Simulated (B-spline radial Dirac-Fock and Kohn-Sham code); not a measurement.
# An X-ray data sheet for In⁴⁶⁺, step by step

Aim: for indium as In⁴⁶⁺, compute its X-ray form factor and Compton profile and the binding energy of each subshell.

Method: a free atom or ion on a radial basis; each step names its model; computed with B-spline radial Dirac-Fock and Kohn-Sham code, version 2.

## Step 1: The atom as given

In⁴⁶⁺, configuration [He] 2s1.

```
nuclear charge     : 49
electrons          : 3
mass number        : 115
nuclear rms radius : 4.6156 fm
```

## Step 2: Scattering by the electron cloud

Model: Dirac-Fock average of configuration, finite nucleus; form factor of the spherical density, Waller-Hartree incoherent function, impulse-approximation Compton profiles.

The run's settings:

```ini
task = scatter
Z = 49
charge = 46
configuration = 1s2 2s1
mass_number = 115
rms_radius = 4.6156  # fm
s = [0.0, 0.05, 0.1, 0.15, 0.2, 0.25, 0.3, 0.35, 0.4, 0.45, 0.5, 0.6, 0.7, 0.8, 0.9, 1.0, 1.1, 1.2, 1.4, 1.6, 1.8, 2.0, 2.5, 3.0, 3.5, 4.0, 5.0, 6.0]  # 1/A
pz = [0, 0.1, 0.2, 0.3, 0.4, 0.5, 0.6, 0.8, 1.0, 1.2, 1.4, 1.6, 1.8, 2.0, 2.5, 3.0, 4.0, 5.0, 7.0, 10.0, 15.0, 20.0, 30.0, 40.0, 60.0, 100.0]  # a.u.
photon_energy = [5000, 8047.8, 10000, 17479.3, 30000, 100000, 200000, 500000]  # eV
```

## Step 3: Hole states by ΔSCF

Model: Dirac-Fock average of configuration, Delta-SCF, finite nucleus, first-order Breit with its frequency dependence, self-energy and vacuum polarisation.

Settings, as recorded:

```ini
task = binding
```

Q: Predict the outcome of this session. Wanted: rms radius of the electron cloud; form factor halves at; Compton profile at zero; deepest level listed, L1; least bound, L1.

The runs gave:

```
                             quantity           value
     rms radius of the electron cloud     0.0801 bohr
                form factor halves at         6.0 1/Å
              Compton profile at zero  0.08793 1/a.u.
        deepest level listed, L1 (2s)       7952.9 eV
                 least bound, L1 (2s)       7952.9 eV
ionisation energy, NIST (theoretical)      7953.14 eV
```

f falls from 3 to half of that at s = 6.0 1/Å. Incoherent scattering outweighs coherent from 500 keV on, among the energies asked. For L1 (2s), relaxation takes off 0.0147 eV, Breit terms shift it by -4.16 and QED by -4.42 eV. NIST's ionisation energy differs by +0.22 eV from the least binding energy; correlation is missing from the calculation. The Hartree-Fock and Dirac-Fock values hold no electron correlation.
